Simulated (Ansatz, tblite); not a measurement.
# Tetraphenylgermane (C₂₄H₂₀Ge): a ladder of methods and basis sets, part 2 of 2

How do method and basis change the picture of tetraphenylgermane (C₂₄H₂₀Ge) (singlet)?

Ansatz 0.2.0, Gaussian basis; as each input shows.

### Step 12. B3LYP-D4/6-31G

Input file in.yaml:

```yaml
crystal:
  periodic: [false, false, false]
  atoms:
    - {symbol: C, position_ang: [-1.585733, -3.615391, 2.712786]}
    - {symbol: C, position_ang: [-2.499238, -2.751123, 2.088417]}
    - {symbol: C, position_ang: [-2.033161, -1.702359, 1.278866]}
    - {symbol: C, position_ang: [-0.649404, -1.502146, 1.084569]}
    - {symbol: Ge, position_ang: [-0.000352, -0.000088, 0.000434]}
    - {symbol: C, position_ang: [0.047193, 1.631841, 1.090038]}
    - {symbol: C, position_ang: [0.881002, 2.712217, 0.729280]}
    - {symbol: C, position_ang: [0.886177, 3.896920, 1.483597]}
    - {symbol: C, position_ang: [0.057801, 4.015122, 2.611022]}
    - {symbol: C, position_ang: [-0.772721, 2.945695, 2.982960]}
    - {symbol: C, position_ang: [-0.775893, 1.762175, 2.227873]}
    - {symbol: C, position_ang: [-1.210259, 0.255070, -1.524057]}
    - {symbol: C, position_ang: [-1.783057, -0.855989, -2.179843]}
    - {symbol: C, position_ang: [-2.615283, -0.678467, -3.297160]}
    - {symbol: C, position_ang: [-2.887108, 0.614626, -3.771809]}
    - {symbol: C, position_ang: [-2.326808, 1.728252, -3.125506]}
    - {symbol: C, position_ang: [-1.495782, 1.548536, -2.008354]}
    - {symbol: C, position_ang: [1.811318, -0.385392, -0.649510]}
    - {symbol: C, position_ang: [2.934282, -0.153666, 0.173814]}
    - {symbol: C, position_ang: [4.228251, -0.466853, -0.273518]}
    - {symbol: C, position_ang: [4.415658, -1.013743, -1.553004]}
    - {symbol: C, position_ang: [3.306953, -1.245440, -2.383013]}
    - {symbol: C, position_ang: [2.014452, -0.931188, -1.934027]}
    - {symbol: C, position_ang: [0.256908, -2.380429, 1.714134]}
    - {symbol: C, position_ang: [-0.206778, -3.429169, 2.524100]}
    - {symbol: H, position_ang: [-1.950001, -4.439156, 3.346160]}
    - {symbol: H, position_ang: [-3.581651, -2.897322, 2.229486]}
    - {symbol: H, position_ang: [-2.759544, -1.037283, 0.783598]}
    - {symbol: H, position_ang: [1.543967, 2.626015, -0.147232]}
    - {symbol: H, position_ang: [1.542711, 4.731567, 1.191666]}
    - {symbol: H, position_ang: [0.062870, 4.942532, 3.204597]}
    - {symbol: H, position_ang: [-1.419994, 3.033093, 3.869658]}
    - {symbol: H, position_ang: [-1.424620, 0.925161, 2.533420]}
    - {symbol: H, position_ang: [-1.585580, -1.875043, -1.808679]}
    - {symbol: H, position_ang: [-3.057217, -1.554033, -3.798124]}
    - {symbol: H, position_ang: [-3.540817, 0.755161, -4.646656]}
    - {symbol: H, position_ang: [-2.542079, 2.744202, -3.492033]}
    - {symbol: H, position_ang: [-1.067830, 2.429535, -1.502855]}
    - {symbol: H, position_ang: [2.799883, 0.286680, 1.175439]}
    - {symbol: H, position_ang: [5.095773, -0.278590, 0.378290]}
    - {symbol: H, position_ang: [5.429866, -1.257623, -1.905634]}
    - {symbol: H, position_ang: [3.450802, -1.669558, -3.389136]}
    - {symbol: H, position_ang: [1.151752, -1.107547, -2.596949]}
    - {symbol: H, position_ang: [1.340920, -2.248532, 1.564592]}
    - {symbol: H, position_ang: [0.512400, -4.108274, 3.008296]}
basis:
  gaussian: {orbitals: 6-31G}
hamiltonian: {xc: {name: B3LYP}, dispersion: d4}
scf: {omitted_lower_state_checks: [starts]}
output: {orbitals: {seedname: orbitals}}
```

The run is started by

```
$ ansatz run in.yaml --threads 2 --pin off --events-out ev --progress --plain --max-ram 32768MiB --backend cuda --devices 0, --max-vram 18GiB
```

The log of the run (excerpt; [...] marks lines left out):

```text
Functional definition: B3LYP
  name "B3LYP"
  cite "Stephens, Devlin, Chabalowski & Frisch, J. Phys. Chem. 98, 11623 (1994) doi:10.1021/j100096a001"
  cite "Becke, Phys. Rev. A 38, 3098 (1988) doi:10.1103/PhysRevA.38.3098"
  cite "Lee, Yang & Parr, Phys. Rev. B 37, 785 (1988) doi:10.1103/PhysRevB.37.785"
  cite "Vosko, Wilk & Nusair, Can. J. Phys. 58, 1200 (1980) doi:10.1139/p80-159"
[...]
3938 factors; integrals over basis functions are off by at most 2.3e-4 eV
[...]
mean field -81719.23051692 eV, -3003.1263302128 hartree, gradient 4.0e-5 eV, S^2 0.000000; 0 other end points of the search recorded, 0 dependent functions left out
reference -81719.23098756 eV, -3003.1263475088 hartree; 98, 98 occupied and 187, 187 virtual orbitals, 3938 factors
Total energy: -81722.18554814 eV, -3003.2349256072 hartree
Checks for a lower state left out: starts
```

Run time: 14 s. Hardware: 1 × H100 (card shared with other runs) with 2 threads of AMD EPYC 7R13, shared host.

HOMO -6.62 eV, LUMO -0.40 eV.

### Step 13. MP2/def2-SVP

in.yaml, as its differences from that of step 12:

```diff
@@ -49,4 +49,4 @@
 basis:
-  gaussian: {orbitals: 6-31G}
-hamiltonian: {xc: {name: B3LYP}, dispersion: d4}
+  gaussian: {orbitals: def2-SVP, initial_orbitals: start.molden}
+correlation: {method: mp2}
 scf: {omitted_lower_state_checks: [starts]}
```

The command is unchanged.

The log of the run (excerpt; [...] marks lines left out):

```text
Functional definition: HF
  name "HF"
  cite "Fock, Z. Phys. 61, 126 (1930) doi:10.1007/BF01340294"
  parent pbe
[...]
4865 factors; integrals over basis functions are off by at most 1.3e-3 eV
[...]
mean field -81496.11128209 eV, -2994.9268495686 hartree, gradient 2.3e-6 eV, S^2 0.000000; 0 other end points of the search recorded, 0 dependent functions left out; unrestricted orbitals would lower it
[...]
33 core orbitals not correlated: weight in the atoms' cores, before any rotation towards them, 1.000 or more for the frozen orbitals, at most 0.000 for the correlated occupied ones
reference -81496.11128209 eV, -2994.9268495686 hartree; 65, 65 occupied and 370, 370 virtual orbitals, 4865 factors
second order -91.23162995 eV of doubles, -0.00000000 eV of singles
Total energy: -81587.34291204 eV, -2998.2795501303 hartree
Checks for a lower state left out: starts
```

Wall time 17 s (1 × H100 (card shared with other runs) with 2 threads of AMD EPYC 7R13, shared host).

From the report: Hartree-Fock HOMO -8.95 eV, LUMO 2.81 eV. Doubts: restricted state is unstable towards broken spin symmetry.

### Step 14. RPA/def2-SVP

in.yaml, as its differences from that of step 13:

```diff
@@ -50,4 +50,4 @@
   gaussian: {orbitals: def2-SVP, initial_orbitals: start.molden}
-correlation: {method: mp2}
+hamiltonian: {xc: pbe}
+correlation: {method: rpa}
 scf: {omitted_lower_state_checks: [starts]}
-output: {orbitals: {seedname: orbitals}}
```

Launched as before.

The log of the run (excerpt; [...] marks lines left out):

```text
Functional definition: PBE
  name "PBE"
  cite "Perdew, Burke & Ernzerhof, Phys. Rev. Lett. 77, 3865 (1996) doi:10.1103/PhysRevLett.77.3865"
  parent pbe
[...]
4865 factors; integrals over basis functions are off by at most 1.3e-3 eV
[...]
mean field -81666.26514743 eV, -3001.1798887853 hartree, gradient 4.3e-6 eV, S^2 0.000000; 0 other end points of the search recorded, 0 dependent functions left out
33 core orbitals not correlated: weight in the atoms' cores, before any rotation towards them, 1.000 or more for the frozen orbitals, at most 0.000 for the correlated occupied ones
reference -81491.21892530 eV, -2994.7470587727 hartree; 65, 65 occupied and 370, 370 virtual orbitals, 4865 factors
Total energy: -81632.31848434 eV, -2999.9323719266 hartree
Checks for a lower state left out: starts
```

Wall time 22 s (1 × H100 (card shared with other runs) with 2 threads of AMD EPYC 7R13, shared host); peak host memory 2.8 GiB.

### Step 15. Levels side by side

```tsv
level	functions	HOMO (eV)	LUMO (eV)	gap (eV)	time
HF/6-31G	285	-8.85	3.17	12.02	8 s
PBE-D4/def2-SVP	468	-6.05	-1.49	4.56	9.5 s
PBE-D4/def2-TZVP	912	-6.11	-1.62	4.48	8.1 s
revPBE-D4/def2-TZVP	912	-6.03	-1.52	4.51	11 s
r2SCAN-D4/def2-TZVP	912	-6.28	-1.48	4.80	16 s
B97M-V/def2-TZVP	912	-6.26	-1.44	4.83	17 s
r2SCANh-D4/def2-TZVP	912	-6.66	-1.18	5.48	11 s
B3LYP-D4/6-31G	285	-6.62	-0.40	6.22	14 s
PBE0-D4/def2-SVP	468	-7.08	-0.66	6.42	6.5 s
PBE0-D4/def2-TZVP	912	-7.09	-0.78	6.30	19 s
```

Energy pieces by basis (eV):

```tsv
basis	HF	MP2 correlation	total
def2-SVP	-81496.1113	-91.2316	-81587.3429 (MP2)
```

### Step 16. Binding energy

Free atoms were run apart at each level; binding is atoms less cluster, divided by the number of atoms, without zero-point or spin-orbit terms.

```tsv
level	binding an atom (eV)
HF/6-31G	3.628
HF/def2-SVP	3.869
PBE-D4/def2-SVP	5.385
PBE-D4/def2-TZVP	5.309
revPBE-D4/def2-TZVP	5.180
r2SCAN-D4/def2-TZVP	5.151
B97M-V/def2-TZVP	5.126
r2SCANh-D4/def2-TZVP	5.118
B3LYP-D4/6-31G	5.058
PBE0-D4/def2-SVP	5.284
PBE0-D4/def2-TZVP	5.204
MP2/def2-SVP	5.065
```

### Step 17. Summary of results

This closing draws on all 2 parts.

| quantity | value |
| --- | --- |
| gap in def2-TZVP, named functionals, smallest and largest | 4.48 eV (PBE-D4), 6.30 eV (PBE0-D4) |
| correlation energy, MP2/def2-SVP | -91.23 eV |
| binding an atom, functionals in def2-TZVP | 5.12 (r2SCANh-D4) to 5.31 eV (PBE-D4) |
| PBE0 total energy, smallest basis above largest | 33.08 eV (def2-SVP, def2-TZVP) |

In words: Over the named functionals in def2-TZVP the gap runs from 4.48 eV (PBE-D4) to 6.30 eV (PBE0-D4); exact exchange widens it.

The slowest run with a step of its own, RPA/def2-SVP, took 22 s; the quickest functional in def2-TZVP took 8.1 s (shared host).
